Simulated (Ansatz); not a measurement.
# GeSb2: the cost of one run

Program: Ansatz 0.2.0. Level of theory: DFT PBE, scalar-relativistic, plane waves, PAW. These are calculated values, not measurements.

## (1) Starting point

Symmetry: I4/mmm, No. 139, tetragonal system. Conventional cell: a = 3.866 Å, b = 3.866 Å, c = 9.484 Å, α = 90.00°, β = 90.00°, γ = 90.00°. Ge (site symmetry 4/mmm) is surrounded by 10 Sb at 3.15 to 3.18 Å. Sb (site symmetry 4mm) is surrounded by 5 Sb at 3.13 to 3.17 Å and 5 Ge at 3.15 to 3.18 Å.

Coordinates:

```
CELL_PARAMETERS angstrom
-1.93296 1.93296 4.74178
1.93296 -1.93296 4.74178
1.93296 1.93296 -4.74178
ATOMIC_POSITIONS crystal
Ge 0.00000 0.00000 0.00000
Sb 0.66500 0.66500 0.00000
Sb 0.33500 0.33500 0.00000
```

This is candidate A: MoSi2 (C11b) type (I4/mmm, No. 139).

(A quick probe on a coarse mesh, which set the mesh and smearing, is not shown.)

## (3) A loose first relaxation (candidate A)

The input, input.yaml:

```yaml
crystal:
  lattice:
    - [-1.9329567054, 1.9329567054, 4.741784418]
    - [1.9329567054, -1.9329567054, 4.741784418]
    - [1.9329567054, 1.9329567054, -4.741784418]
  atoms:
    - { symbol: Ge, position: [0.0, 0.0, 0.0] }
    - { symbol: Sb, position: [0.665, 0.665, 0.0] }
    - { symbol: Sb, position: [0.335, 0.335, 0.0] }
basis:
  ecutwfc: 420
kpoints:
  mp_grid: { grid: [6, 6, 6] }
hamiltonian:
  xc: pbe
scf:
  occupations: { method: gaussian, width: 0.1 }
  lower_state_search: "off"
output:
  forces: true
  stress: true
  eigenvalues: true
relax:
  adjacent_minimum: "off"
  f_tol: 0.04
  max_steps: 70
  cell: { stress_tol: 0.4 }
```

The run is started by

```
> ansatz run input.yaml --threads 1 --pin off --max-ram 2560MiB --backend cpu --events-out ev --progress --plain --runs-dir out
```

**Question.** How long does this run take on 1 thread of AMD EPYC 7R43 (Zen 3), shared host, and how much memory does it need?

About 41 s, with a peak of 0.45 GiB.
